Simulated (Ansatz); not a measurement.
# AlN (aluminium nitride): the cost of one run

Computed with Ansatz 0.2.0 (DFT r2SCAN, scalar-relativistic, plane waves, PAW, unless a step's input says otherwise).

## Step 1: Starting point

Symmetry: P6_3mc, No. 186, hexagonal system. The conventional cell has a = 3.112 Å, b = 3.112 Å, c = 4.980 Å, α = 90.00°, β = 90.00°, γ = 120.00°. Al (site symmetry 3m) has 4 N at 1.89 to 1.90 Å as nearest neighbours. N (site symmetry 3m) is surrounded by 4 Al at 1.89 to 1.90 Å.

Coordinates:

```cif
data_structure
_symmetry_space_group_name_H-M 'P6_3mc'
_symmetry_Int_Tables_number 186
_cell_length_a 3.1120
_cell_length_b 3.1120
_cell_length_c 4.9800
_cell_angle_alpha 90.000
_cell_angle_beta 90.000
_cell_angle_gamma 120.000
_cell_volume 41.77
loop_
_atom_site_label
_atom_site_type_symbol
_atom_site_symmetry_multiplicity
_atom_site_Wyckoff_symbol
_atom_site_fract_x
_atom_site_fract_y
_atom_site_fract_z
_atom_site_occupancy
Al1 Al 2 b 0.33333 0.66667 0.00000 1
N1 N 2 b 0.33333 0.66667 0.38180 1
```

## Step 2: Relaxing cell and atoms: AlN (aluminium nitride), no spin

The input, input.yaml:

```yaml
crystal:
  lattice:
    - [3.112, 0.0, 0.0]
    - [-1.556, 2.6950710566, 0.0]
    - [0.0, 0.0, 4.98]
  atoms:
    - { symbol: Al, position: [0.3333333333, 0.6666666667, 0.0] }
    - { symbol: Al, position: [0.6666666667, 0.3333333333, 0.5] }
    - { symbol: "N", position: [0.3333333333, 0.6666666667, 0.3818] }
    - { symbol: "N", position: [0.6666666667, 0.3333333333, 0.8818] }
scf:
  occupations: { method: fixed }
output:
  forces: true
  stress: true
  eigenvalues: true
  write_density: true
  write_potential: true
  elf: true
  volumetric_format: npy
hamiltonian:
  xc: r2scan
kpoints:
  mp_grid: { grid: [10, 10, 6] }
basis:
  ecutwfc: 600
relax:
  f_tol: 0.002
  max_steps: 60
  cell: { stress_tol: 0.01 }
```

On the command line:

```sh
$ ansatz run input.yaml --threads 4 --pin off --max-ram 8192MiB --backend cpu --events-out ev --progress --plain --runs-dir out
```

What time and memory should one allow on 4 threads of Arm Neoverse N1, shared host?

About 24 s, with a peak of 0.48 GiB.
